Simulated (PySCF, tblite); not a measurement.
# C4H3ClF5 radical: geometry, infrared bands and EPR parameters

What infrared bands and EPR parameters should C4H3ClF5 radical (`[CH2][C@@H](Cl)C(F)(F)C(F)(F)F`) show?

Programs: tblite 0.8.0 and PySCF 2.14.0, with density-fitted response routines of our own. Each step states its level of theory. These are calculated values for one molecule in the gas phase, unless marked as measured. Atoms count from 0, in the outputs and in this text.

### 1 The molecule as given

13 atoms, charge 0, multiplicity 2; geometry from: force field or distance geometry start.

Bonds of the start (Å): C0–C1 1.52, C1–Cl2 1.79, C1–C3 1.51, C3–F4 1.37, C3–F5 1.37, C3–C6 1.51, C6–F7 1.38, C6–F8 1.40, C6–F9 1.39, C0–H10 1.11, C0–H11 1.11, C1–H12 1.13.

### 2 Geometry optimisation with GFN2-xTB

What the job is given:

```
{"job": {"kind": "relax", "xc": "GFN2-xTB", "basis": "xTB"}, "charge": 0, "multiplicity": 2}
C      1.198700    -1.180000    -0.042500
C      0.871100     0.224400     0.449800
Cl     2.202900     1.269100    -0.139200
C     -0.406000     0.750000    -0.154700
F     -0.612800     1.996200     0.363300
F     -0.183600     0.855700    -1.506400
C     -1.572900    -0.178800     0.050700
F     -2.690200     0.379100    -0.525100
F     -1.349300    -1.377700    -0.633300
F     -1.739100    -0.409500     1.409200
H      2.202100    -1.513900     0.286700
H      1.259200    -1.087000    -1.149400
H      0.815600     0.272800     1.573300
```

The run is started by

```console
$ OMP_NUM_THREADS=1 python probes_run.py task.json out
```

This one command runs all jobs of the session in turn.

The program printed:

```text
step      E/eV     max force
  0   -1039.13428    3.093
  1   -1039.55388    1.875
  2   -1039.74837    1.008
  3   -1039.81441    0.710
  4   -1039.88335    0.670
  5   -1039.91618    0.762
  6   -1039.95145    0.435
  7   -1039.97004    0.436
  8   -1039.98686    0.363
  9   -1039.99998    0.475
 10   -1040.01000    0.340
 11   -1040.01572    0.182
 12   -1040.01972    0.146
 13   -1040.02340    0.211
 14   -1040.02609    0.158
 15   -1040.02736    0.102
 16   -1040.02807    0.096
 17   -1040.02878    0.103
 18   -1040.02949    0.104
 19   -1040.03008    0.060
 20   -1040.03052    0.048
 21   -1040.03089    0.047
 22   -1040.03117    0.052
 23   -1040.03135    0.031
 24   -1040.03148    0.033
 25   -1040.03165    0.044
 26   -1040.03190    0.063
 27   -1040.03222    0.064
 28   -1040.03254    0.041
 29   -1040.03279    0.043
 30   -1040.03300    0.042
 31   -1040.03320    0.049
 32   -1040.03342    0.051
 33   -1040.03365    0.042
 34   -1040.03390    0.043
 35   -1040.03412    0.039
 36   -1040.03428    0.030
 37   -1040.03437    0.021
 38   -1040.03443    0.023
 39   -1040.03449    0.022
 40   -1040.03455    0.025
 41   -1040.03460    0.018
 42   -1040.03465    0.015
 43   -1040.03470    0.021
 44   -1040.03477    0.024
 45   -1040.03483    0.022
 46   -1040.03487    0.020
 47   -1040.03489    0.016
 48   -1040.03491    0.011
 49   -1040.03493    0.010
 50   -1040.03494    0.007
```

It took 0.27 s on 1 thread of Arm Neoverse V2, shared host.

Along the way: (not every step is listed)

| step | energy from step 0 (eV) | largest force (eV/Å) |
| --- | --- | --- |
| 0 | 0.0000 | 3.0934 |
| 1 | -0.4196 | 1.8748 |
| 2 | -0.6141 | 1.0078 |
| 3 | -0.6801 | 0.7100 |
| 4 | -0.7491 | 0.6700 |
| 5 | -0.7819 | 0.7624 |
| 6 | -0.8172 | 0.4353 |
| 7 | -0.8358 | 0.4356 |
| 8 | -0.8526 | 0.3627 |
| 11 | -0.8814 | 0.1821 |
| 14 | -0.8918 | 0.1584 |
| 17 | -0.8945 | 0.1033 |
| 20 | -0.8962 | 0.0478 |
| 23 | -0.8971 | 0.0306 |
| 26 | -0.8976 | 0.0627 |
| 29 | -0.8985 | 0.0433 |
| 32 | -0.8991 | 0.0514 |
| 35 | -0.8998 | 0.0386 |
| 38 | -0.9001 | 0.0228 |
| 41 | -0.9003 | 0.0177 |
| 44 | -0.9005 | 0.0235 |
| 45 | -0.9006 | 0.0218 |
| 46 | -0.9006 | 0.0203 |
| 47 | -0.9006 | 0.0164 |
| 48 | -0.9006 | 0.0115 |
| 49 | -0.9007 | 0.0103 |
| 50 | -0.9007 | 0.0070 |

Distances of close pairs at the start and the end, largest changes first:

| bond | before (Å) | after (Å) | change (Å) |
| --- | --- | --- | --- |
| C1–Cl2 | 1.792 | 1.909 | +0.116 |
| C0–C1 | 1.524 | 1.430 | -0.094 |
| C6–F8 | 1.398 | 1.334 | -0.065 |
| C3–C6 | 1.505 | 1.559 | +0.053 |
| C6–F9 | 1.388 | 1.337 | -0.051 |
| C6–F7 | 1.375 | 1.326 | -0.049 |
| C0–H11 | 1.112 | 1.074 | -0.038 |
| C1–H12 | 1.126 | 1.090 | -0.036 |

The final coordinates are the input of the step that follows.

### 3 Infrared spectrum with GFN2-xTB

What the job is given:

```
{"job": {"kind": "ir", "xc": "GFN2-xTB", "basis": "xTB"}, "charge": 0, "multiplicity": 2}
C      1.375810    -1.042535    -0.149223
C      0.914526     0.190130     0.409258
Cl     2.250019     1.512495     0.077135
C     -0.351719     0.753592    -0.230419
F     -0.656420     1.974541     0.259254
F     -0.231418     0.890159    -1.567236
C     -1.573603    -0.173785     0.045357
F     -2.712734     0.366194    -0.366268
F     -1.433986    -1.350102    -0.567232
F     -1.687541    -0.419306     1.354217
H      2.045332    -1.662348     0.414251
H      1.229170    -1.252294    -1.192337
H      0.828176     0.213746     1.495513
```

The program printed:

```text
mode    cm-1     km/mol
  1      34.8      1.19
  2      57.8      0.14
  3     112.9      1.64
  4     177.1      4.24
  5     184.6      4.16
  6     219.5      0.38
  7     255.5      2.30
  8     267.3      2.42
  9     317.4      0.27
 10     337.2      0.85
 11     363.0      7.25
 12     440.6     22.83
 13     459.5     10.51
 14     489.7     12.50
 15     534.3      2.70
 16     569.4      3.62
 17     636.9     61.49
 18     689.9     65.30
 19     732.6      1.42
 20     942.2     71.36
 21     989.5     64.76
 22    1070.5     39.21
 23    1091.4     91.81
 24    1105.9    328.22
 25    1119.7    228.29
 26    1152.9     76.90
 27    1176.4      8.87
 28    1188.4     80.43
 29    1288.4      7.66
 30    1389.7      6.28
 31    2983.1      1.91
 32    3134.8      6.94
 33    3185.9      0.22
```

It took 0.35 s on 1 thread of Arm Neoverse V2, shared host.

Which atoms move in the most intense modes:

| cm⁻¹ | km/mol | atoms |
| --- | --- | --- |
| 690 | 65.3 | H11 37 %, C0 28 %, H10 28 % |
| 942 | 71.4 | C3 40 %, H10 18 % |
| 990 | 64.8 | C3 27 %, H12 19 %, F5 14 %, H10 10 % |
| 1091 | 91.8 | C6 31 %, C3 29 %, H12 12 % |
| 1106 | 328.2 | C6 49 %, C3 13 %, F8 10 % |
| 1120 | 228.3 | C6 67 %, F7 10 % |
| 1153 | 76.9 | C3 38 %, C6 32 % |
| 1188 | 80.4 | C3 45 %, C6 30 % |

### 4 EPR parameters: B3LYP/pcH-1

Same as in step 3 but for these lines:

```diff
@@ -1,2 +1,2 @@
-{"job": {"kind": "ir", "xc": "GFN2-xTB", "basis": "xTB"}, "charge": 0, "multiplicity": 2}
+{"job": {"kind": "epr", "basis": "pcH-1"}, "charge": 0, "multiplicity": 2}
 C      1.375810    -1.042535    -0.149223
```

With the program's defaults for keys left out, this is: UKS B3LYP, pcH-1 on C Cl F H, non-relativistic, mean-field spin-orbit, GIAO.

The program printed:

```text
UKS, coarse grid
  cycle   1  E = -1113.37380738  |g| = 8.64e-01
  cycle   2  E = -1112.90754037  |g| = 1.53e+00
  cycle   3  E = -1113.61546207  |g| = 6.87e-02
  cycle   4  E = -1113.61593679  |g| = 6.11e-02
  cycle   5  E = -1113.61752402  |g| = 1.13e-02
  cycle   6  E = -1113.61757957  |g| = 3.59e-03
  cycle   7  E = -1113.61758544  |g| = 1.21e-03
  cycle   8  E = -1113.61758785  |g| = 8.20e-04
UKS, final grid
  cycle   1  E = -1113.61758630  |g| = 1.24e-03
  cycle   2  E = -1113.61758570  |g| = 1.96e-03
  cycle   3  E = -1113.61758672  |g| = 7.36e-05
  cycle   4  E = -1113.61758672  |g| = 3.34e-05
  cycle   5  E = -1113.61758672  |g| = 1.69e-05
E = -1113.61758672 Eh   <S^2> = 0.7562 (exact 0.7500)
g shifts (ppm)      1          2          3
  rmc          -188       -188       -188
  gc             18         12         28
  oz_so       -1191          8       3988
  total       -1361       -168       3828
hyperfine (MHz)  atom isotope    a_iso     a_fc   dipolar eigenvalues
    0   13C      83.40      83.45    -75.97    -75.16    151.13
    1   13C      -6.23      -6.15     -6.26      0.46      5.80
    2  35Cl      45.78      44.15    -41.26    -37.93     79.20
    3   13C      12.33      12.32     -1.29     -0.75      2.05
    4   19F       7.52       7.40     -6.28     -3.73     10.01
    5   19F      -0.40      -0.46     -4.33     -1.56      5.90
    6   13C      -2.48      -2.48     -0.82     -0.49      1.31
    7   19F      -0.49      -0.46     -1.73     -0.39      2.11
    8   19F      63.04      63.05    -18.06    -17.54     35.61
    9   19F       1.03       1.01     -3.00     -1.20      4.20
   10    1H     -57.34     -57.36    -35.62     -1.79     37.41
   11    1H     -56.71     -56.73    -35.42     -2.04     37.46
   12    1H      20.50      20.54     -6.25     -2.44      8.69
```

Wall time 95 s (1 thread of Arm Neoverse V2, shared host); peak memory 1 GiB.

Principal g values 2.00096, 2.00215, 2.00615; g(iso) = 2.00309, against 2.00232 for a free electron.

Hyperfine couplings; where a row names several nuclei, a(iso) is their mean (it holds for fast rotation or exchange) and the dipolar term the largest among them:

| nuclei | isotope | a(iso) (MHz) | a(iso) (G, at g = 2.0023) | largest dipolar term (MHz) |
| --- | --- | --- | --- | --- |
| C0 | 13C | 83.4 | 29.8 | 151.1 |
| H10, H11 | 1H | -57.0 | -20.3 | 37.5 |
| Cl2 | 35Cl | 45.8 | 16.3 | 79.2 |
| F7, F8, F9 | 19F | 21.2 | 7.6 | 35.6 |
| H12 | 1H | 20.5 | 7.3 | 8.7 |
| C3 | 13C | 12.3 | 4.4 | 2.0 |
| F4 | 19F | 7.5 | 2.7 | 10.0 |
| C1 | 13C | -6.2 | -2.2 | -6.3 |
| C6 | 13C | -2.5 | -0.9 | 1.3 |
| F5 | 19F | -0.4 | -0.1 | 5.9 |

Mulliken spin populations:

C0 0.95; C1 -0.07; Cl2 0.19; C3 0.00; F4 0.00; F5 0.00; C6 0.00; F7 0.00; F8 0.00; F9 0.00; H10 -0.04; H11 -0.04; H12 0.01

In first order the couplings over 0.8 MHz of 1H, 35Cl, 19F give 192 distinct lines over 122.4 G, if the averaged nuclei exchange fast.

Orbitals, density, ELF and potential are computed afterwards from the orbital file.

ELF in a plane through or near 7 of the atoms.

Ten even steps from ' ' (0.00) to '@' (0.95):
```
                                                        
                                                        
              ..::----::..                              
          ..--++##%%%%**::  ..----::                    
        ..==**%%%%%%@@%%--  ++%%%%##--..                
        --##%%##==++##%%--  ##@@##@@##==                
      ..==%%@@****%%++**..  ++##++%%##--                
        --##%%@@++++##++--====%%##++..    ....          
          ::--------**++##@@::==++==  ::##%%**::        
                ::==%%++++@@**##@@%%==**%%@@%%==        
            ..==**##@@@@**----%%@@--==%%++##%%++        
          ::++%%##..++##**..  ::==::--++##%%%%==        
          ++%%@@@@**==####  ::##%%##++..  ----..        
          ==##%%##****##++  ==@@####%%==                
          ..--++==----==::  --%%%%@@%%++..              
                    ....    ..--++++==--                
                                ......                  
                                                        
                                                        
                                                        
```
The map spans 10.7 Å across and 8.9 Å up, centred on the molecule. Atoms in the plane (x, y in Å): C0 (-1.5, -0.8), Cl2 (-2.0, 1.9), C3 (0.5, 0.7), F4 (1.0, 1.9), C6 (1.5, -0.4), F7 (2.7, -0.1), F8 (1.2, -1.6).

log10 of the density (e/Å³) in the same plane.

Ten even steps from '0' (-4.0) to '9' (1.6):
```
0000000111100000000000000000
0000012223221100000000000000
0000123344433222221000000000
0001344566554345544310000000
1112345677655456765420000000
1112456799765568876531000000
1113456799765568886532210000
0012456777766677775544431000
0002344566677788765666643100
0001234556777777776788753100
0001234567776666777798754100
0001244677876556777777653100
0001245677766557887655432000
0001234566655457887643320000
0000133455544456776542100000
0000122333333345555431000000
0000001222222223443310000000
0000000000000000110000000000
0000000000000000000000000000
0000000000000000000000000000
```
The map spans 10.7 Å across and 8.9 Å up, centred on the molecule. Atoms in the plane (x, y in Å): C0 (-1.5, -0.8), Cl2 (-2.0, 1.9), C3 (0.5, 0.7), F4 (1.0, 1.9), C6 (1.5, -0.4), F7 (2.7, -0.1), F8 (1.2, -1.6).

On the surface of density 0.002 e/bohr³ the electrostatic potential runs, from the 1st to the 99th percentile, from -0.65 V near F4 to 1.54 V near H12.

The spin density lies nearest to C0 58 %; Cl2 18 %; H10, H11 about 8 % each.

### 5 What came out

| quantity | value |
| --- | --- |
| strongest single infrared mode (GFN2-xTB) | 1106 cm⁻¹, 328 km/mol |
| zero-point energy (GFN2-xTB) | 41.0 kcal/mol |
| g(iso) (B3LYP) | 2.00309 |
| ⟨S²⟩ | 0.756 (exact 0.75) |
| largest a(iso) (averaged by class) | 13C on C0, 83.4 MHz |
| surface potential, 1st and 99th percentile | -0.65 V and 1.54 V |

Relaxing lowered the energy by 0.901 eV in 50 steps; the close pair that moved most is C1–Cl2, from 1.792 to 1.909 Å. All 33 modes are real, so the xTB geometry is a minimum. The strongest single mode, at 1106 cm⁻¹, has its largest shares on C6, C3 and F8 (the list is cut at 3 atoms). Unscaled tight-binding wavenumbers are off by several per cent, some by more. Its intensities can rank the bands wrongly. C0 carries the largest spin population, 0.95 e. The isotropic g lies 0.8 ppt above the free-electron value.
